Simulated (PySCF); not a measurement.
# H4O2Tl (Tl(H2O)23+): the cost of one run

Computed with PySCF 2.14.0. Level: PBE0, Tl def2-SVP with ECP60, O def2-SVP, H def2-SVP; scalar-relativistic core potentials, no spin–orbit coupling.

1 further run of the same task is left out (for a known fault of the program).

## Step 1: Where the work starts

7 atoms, charge 3, spin multiplicity 1.

Bond lengths: Tl1–O2 2.085 Å, Tl1–O5 2.084 Å, O2–H3 1.007 Å, O2–H4 1.007 Å, O5–H6 1.007 Å, O5–H7 1.007 Å. Angles: O2–Tl1–O5 174.6°, Tl1–O2–H3 121.5°, Tl1–O2–H4 121.6°, H3–O2–H4 111.1°, Tl1–O5–H6 121.7°, Tl1–O5–H7 121.7°, H6–O5–H7 111.2°.

Geometry (Å):

```xyz
7
charge 3, multiplicity 1
Tl   -0.0175   -0.0734    0.0000
O    -0.0248    0.0470    2.0818
H     0.7147    0.5091    2.5850
H    -0.4639   -0.6583    2.6501
O    -0.0096    0.0016   -2.0825
H     0.4340   -0.7127   -2.6363
H    -0.7443    0.4572   -2.5982
```

Formal oxidation states: Tl +3. An earlier session relaxed this geometry at PBE0, Tl def2-SVP with ECP60, O def2-SVP, H def2-SVP (singlet, point group C2).

Its energy there is -323.557835 Eh.

## Step 2: One electron removed, multiplicity 2

Input file run.py (the lines that set the calculation):

```python
mol = gto.M(atom='''
Tl    -0.01755    -0.07343     0.00004
O     -0.02477     0.04697     2.08182
H      0.71472     0.50912     2.58500
H     -0.46394    -0.65834     2.65012
O     -0.00958     0.00162    -2.08253
H      0.43404    -0.71266    -2.63627
H     -0.74430     0.45717    -2.59818''',
    basis={'Tl': 'def2-SVP', 'O': 'def2-SVP', 'H': 'def2-SVP'},
    ecp={'Tl': 'def2-SVP'},
    charge=4, spin=1)
mf = dft.UKS(mol, xc='PBE0')
mf.grids.atom_grid = (50, 194)
mf = mf.density_fit()  # fitting sets: Tl def2-universal-JKFIT, O def2-universal-JKFIT, H def2-universal-JKFIT
mf.conv_tol = 1e-08; mf.max_cycle = 55
mf.kernel(dm0)  # dm0: the density of the relaxed state
```

Run with:

```bash
> OMP_NUM_THREADS=2 python run.py
```

**Question.** How long does this run take on 2 threads of AMD EPYC 9R14 (Zen 4), shared host?

About 1.9 s.
